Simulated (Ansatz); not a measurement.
Write the native input for Ansatz 0.2.0 that does the following.

```yaml
Task: band structure
Functional: PBE
Potentials_or_basis: Ansatz PAW
Cutoff: "420 eV (not typed: the program's choice for these potentials)"
k_mesh: 9 × 9 × 2
Occupations: fermi-dirac, width 0.05 eV
Spin: collinear spin, ferromagnetic start
Starting_moments: "[0.0, 0.0, 3.0, 3.0, 0.0, 0.0, 0.0, 0.0, 0.0] μB"
Path: "[[\"G\", \"M\", \"K\", \"G\", \"A\", \"L\", \"H\", \"A\"], [\"L\", \"M\"], [\"K\", \"H\"]]"
Points_for_each_segment_of_the_path: 10
```

CsLiCr2Te2S3:

```
Cs Li Cr Te S
1.0
     3.60358    0.00000    0.00000
    -1.80179    3.12079    0.00000
     0.00000    0.00000   19.06651
Cs Li Cr Te S
1 1 2 2 3
Direct
  0.00000 0.00000 0.37399
  0.66667 0.33333 0.01607
  0.00000 0.00000 0.86637
  0.33333 0.66667 0.16833
  0.33333 0.66667 0.53891
  0.66667 0.33333 0.77276
  0.00000 0.00000 0.10030
  0.33333 0.66667 0.92920
  0.66667 0.33333 0.23408
```

The cell was built by a generator and needn't be a form met in nature.

These files were run (other wordings do the same):

input

```
crystal:
  lattice:
    - [3.60358, 0.0, 0.0]
    - [-1.80179, 3.12079, 0.0]
    - [0.0, 0.0, 19.06651]
  atoms:
    - { symbol: Cs, position: [0.0, 0.0, 0.37399] }
    - { symbol: Li, position: [0.66667, 0.33333, 0.01607] }
    - { symbol: Cr, position: [0.0, 0.0, 0.86637], spin: 3.0 }
    - { symbol: Cr, position: [0.33333, 0.66667, 0.16833], spin: 3.0 }
    - { symbol: Te, position: [0.33333, 0.66667, 0.53891] }
    - { symbol: Te, position: [0.66667, 0.33333, 0.77276] }
    - { symbol: S, position: [0.0, 0.0, 0.1003] }
    - { symbol: S, position: [0.33333, 0.66667, 0.9292] }
    - { symbol: S, position: [0.66667, 0.33333, 0.23408] }
hamiltonian:
  xc: pbe
  pseudopotentials: { kind: paw }
magnetization:
  spin_polarized: true
kpoints:
  mp_grid: { grid: [9, 9, 2] }
  band_path:
    path:
      - [[0.0, 0.0, 0.0], [0.5, 0.0, 0.0], [0.3333333333, 0.3333333333, 0.0], [0.0, 0.0, 0.0], [0.0, 0.0, 0.5], [0.5, 0.0, 0.5], [0.3333333333, 0.3333333333, 0.5], [0.0, 0.0, 0.5]]
      - [[0.5, 0.0, 0.5], [0.5, 0.0, 0.0]]
      - [[0.3333333333, 0.3333333333, 0.0], [0.3333333333, 0.3333333333, 0.5]]
    npoints: 10
scf:
  occupations: { method: fermi_dirac, width: 0.05 }
  n_extra_bands: 22
output:
  forces: true
  stress: true
  eigenvalues: true
  fatbands: false
```

Results of the run:

The pressure is 0.0 GPa, the largest force is 0.033 eV/Å and the band gap on the k mesh is none (metal or under the smearing width). The net moment is 5.64 μB per cell. The absolute moment is 6.67 μB per cell and the site moments are Cs +0.00; Li -0.01; Cr +2.58, +2.74; Te -0.01, -0.15; S -0.05, -0.06 μB.

Caveat: spin-orbit coupling is left out, which moves the levels of the heavy elements; only a ferromagnetic start was run, and an antiferromagnetic order may lie lower in energy.

Wall time 26 s on 1 × NVIDIA H100 80GB HBM3 with 2 threads of AMD EPYC 7R13 Processor (Zen 3), on a shared host, peak memory 1.3 GiB.
